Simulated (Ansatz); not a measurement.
# BF₂HO + H₂ + H₂O: a complex and its separated parts

The complex below is one end of an elementary step. How strongly is it bound against its free parts?

The runs use Ansatz 0.2.0, Gaussian basis; PBE0-D4/def2-TZVP structures, single points in def2-TZVPP, no counterpoise correction.

Levels: SPW92, PBE-D4, BLYP-D4, r2SCAN-D4, B97M-V, PBE0-D4, B3LYP-D4, r2SCAN0-D4, BHLYP-D4, CAM-B3LYP-D4, wB97X-V, wB97M-V, B2PLYP, PBE-QIDH, RPA on PBE, Hartree-Fock, MP2, CCSD, CCSD(T).

Correlated methods freeze the cores. B3LYP uses VWN-RPA correlation. B2PLYP carries no dispersion term here.

113 further runs of the same task are left out: 113 set aside as unsound or not needed. Runs told in other sessions of the task aren't counted.

### Step 1. The starting structure

The complex: 10 atoms, charge 0, spin multiplicity 1.

Atoms are counted from 1 here; the program's logs count them from 0.

Bond lengths: B1–F3 1.316 Å, B1–F4 1.323 Å, B1–O6 1.352 Å, H2–H7 0.750 Å, H5–O8 0.963 Å, O6–H9 0.961 Å, O8–H10 0.960 Å. Angles: F3–B1–F4 119.1°, F3–B1–O6 118.7°, F4–B1–O6 122.1°, B1–O6–H9 113.7°, H5–O8–H10 105.1°.

Geometry (Å):

```xyz
10
BF2H5O2
B    -0.6622    0.5654   -1.1600
H    -0.5884   -2.1286   -0.0159
F     0.4663    0.3890   -1.8135
F    -1.7847    0.0919   -1.6752
H     0.9465    0.5443    1.1574
O    -0.6387    1.2527    0.0039
H    -0.0694   -1.8065    0.4188
O     1.4949   -0.1378    1.5599
H    -1.4972    1.3210    0.4298
H     2.3329   -0.0915    1.0947
```

Its parts: BF₂HO holds atoms 1, 3, 4, 6, 9; H₂ holds atoms 2, 7; H₂O holds atoms 5, 8, 10. Each part counts its atoms afresh in its own runs.

### Step 2. Relaxing BF₂HO alone

Input file relax-a/in.yaml:

```yaml
crystal:
  periodic: [false, false, false]
  atoms:
    - {symbol: B, position_ang: [-0.662248, 0.565428, -1.159997]}
    - {symbol: F, position_ang: [0.466264, 0.389032, -1.813476]}
    - {symbol: F, position_ang: [-1.784677, 0.091902, -1.675158]}
    - {symbol: O, position_ang: [-0.638707, 1.252748, 0.003893]}
    - {symbol: H, position_ang: [-1.497168, 1.320970, 0.429845]}
basis:
  gaussian: {orbitals: def2-TZVP}
hamiltonian: {xc: pbe0, dispersion: d4}
relax: {f_tol: 0.005, max_steps: 200}
```

Started as:

```sh
> ansatz run in.yaml --threads 4 --pin off --events-out ev --progress --plain --max-ram 9574MiB
```

The runs that follow: Relaxing H₂ alone; Relaxing H₂O alone; SPW92/def2-TZVPP; PBE-D4/def2-TZVPP; BLYP-D4/def2-TZVPP; r2SCAN-D4/def2-TZVPP; B97M-V/def2-TZVPP; PBE0-D4/def2-TZVPP; B3LYP-D4/def2-TZVPP; r2SCAN0-D4/def2-TZVPP; BHLYP-D4/def2-TZVPP; CAM-B3LYP-D4/def2-TZVPP; wB97X-V/def2-TZVPP; wB97M-V/def2-TZVPP; B2PLYP/def2-TZVPP; PBE-QIDH/def2-TZVPP; RPA on PBE/def2-TZVPP; CCSD(T)/def2-TZVPP; Vibrations of BF₂HO; Vibrations of H₂; Vibrations of H₂O.

Q: Predict the outcome of this session. Wanted: complex less parts, CCSD(T)/def2-TZVPP; with zero-point energy; largest T1 diagnostic.

**Answer**, as computed:

| quantity | value |
| --- | --- |
| complex less parts, CCSD(T)/def2-TZVPP | -19.8 kJ/mol |
| with zero-point energy | -7.1 kJ/mol |
| largest T1 diagnostic | 0.012 |

In words: At CCSD(T) the complex lies 19.8 kJ/mol below its parts. The functionals run from BLYP-D4, off by -1.2 kJ/mol, to SPW92, off by -18.3 kJ/mol, against CCSD(T). By rung, the mean size of the error is: LDA 18.3, GGA 3.0, meta-GGA 2.8, hybrid 2.3, range-separated hybrid 3.2, double hybrid 2.1 kJ/mol. The double hybrids carry no dispersion term here, unlike the levels marked D4 or V. PBE-D4 gives a relative energy 4.8 kJ/mol too low, outside chemical accuracy (1 kcal/mol, 4.2 kJ/mol). No counterpoise was applied, and triple zeta lacks some correlation, so the CCSD(T) reference has a basis error of its own, and close matches with it are partly luck.
